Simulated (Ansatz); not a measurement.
# Ru: strong compression

The task here is to estimate one member of a computed series from the others.

Program: Ansatz 0.2.0. Level of theory: DFT PBEsol, with the methods named in each step. These are calculated values, not measurements.

### The starting structure

It takes space group P6_3/mmc (No. 194, hexagonal). Conventional cell: a = 2.668 Å, b = 2.668 Å, c = 4.322 Å, α = 90.00°, β = 90.00°, γ = 120.00°. Ru (site symmetry -6m2) is surrounded by 12 Ru at 2.65 to 2.67 Å.

Structure file:

```cif
data_structure
_symmetry_space_group_name_H-M 'P 1'
_symmetry_Int_Tables_number 1
_cell_length_a 2.6679
_cell_length_b 2.6679
_cell_length_c 4.3220
_cell_angle_alpha 90.000
_cell_angle_beta 90.000
_cell_angle_gamma 120.000
_cell_volume 26.64
loop_
_atom_site_label
_atom_site_type_symbol
_atom_site_fract_x
_atom_site_fract_y
_atom_site_fract_z
_atom_site_occupancy
Ru1 Ru 0.33333 0.66667 0.25000 1
Ru2 Ru 0.66667 0.33333 0.75000 1
```

Whether this phase is the stable one at these pressures isn't tested.

Atoms are numbered in the order of the input: Ru1, Ru2.

Set-up of the first run:

File input.yaml:

```yaml
crystal:
  lattice:
    - [2.6679256712, 0.0, 0.0]
    - [-1.3339628356, 2.3104914067, 0.0]
    - [0.0, 0.0, 4.3220395874]
  atoms:
    - { symbol: Ru, position: [0.3333333333, 0.6666666667, 0.25] }
    - { symbol: Ru, position: [0.6666666667, 0.3333333333, 0.75] }
kpoints:
  mp_grid: { grid: [18, 18, 10] }
scf:
  occupations: { method: fermi_dirac, width: 0.08 }
hamiltonian:
  xc: pbesol
  pseudopotentials: { kind: paw }
output:
  forces: true
  stress: true
relax:
  f_tol: 0.005
  max_steps: 40
  cell: {}
```

Run with:

```
ansatz run input.yaml --threads 1 --pin off --max-ram 2048MiB --backend cpu --events-out ev --progress --plain --runs-dir out
```

Steps of the session up to this table: Cell relaxed at zero pressure, PAW; Volume scaled by 1, PAW; Volume scaled by 1, PAW (source ansatz); Shape and atoms relaxed at 0.9 of the volume, PAW; Volume scaled by 0.9, PAW; Shape and atoms relaxed at 0.8 of the volume, PAW; Volume scaled by 0.8, PAW; Shape and atoms relaxed at 0.7 of the volume, PAW; Volume scaled by 0.7, PAW; Shape and atoms relaxed at 0.6 of the volume, PAW; Volume scaled by 0.6, PAW; Shape and atoms relaxed at 0.5 of the volume, PAW; Volume scaled by 0.5, PAW; Shape and atoms relaxed at 0.4 of the volume, PAW; Volume scaled by 0.4, PAW; Volume scaled by 0.4, PAW (level accurate).

One of the session's tables, all rows but one given; the rest of the session is left out.

```
              method  volume over the first  volume (Å³/atom)  pressure (GPa)
                 PAW                      1            13.323            0.00
                 PAW                    0.9            11.991           46.85
                 PAW                    0.8            10.658          130.35
                 PAW                    0.7             9.326          281.29
                 PAW                    0.6             7.994          562.34
                 PAW                    0.5             6.661         1121.03
                 PAW                    0.4             5.329         2337.70
PAW (level accurate)                    0.4                 ?               ?
 PAW (source ansatz)                      1            13.323            0.00
```

**Question.** Estimate the row for PAW (level accurate), 0.4.

**Answer.** volume (Å³/atom): 5.329; pressure (GPa): 2342.90.

To keep in mind: A fit over so wide a range leans to the high pressures, so B₀ can be off by several per cent.
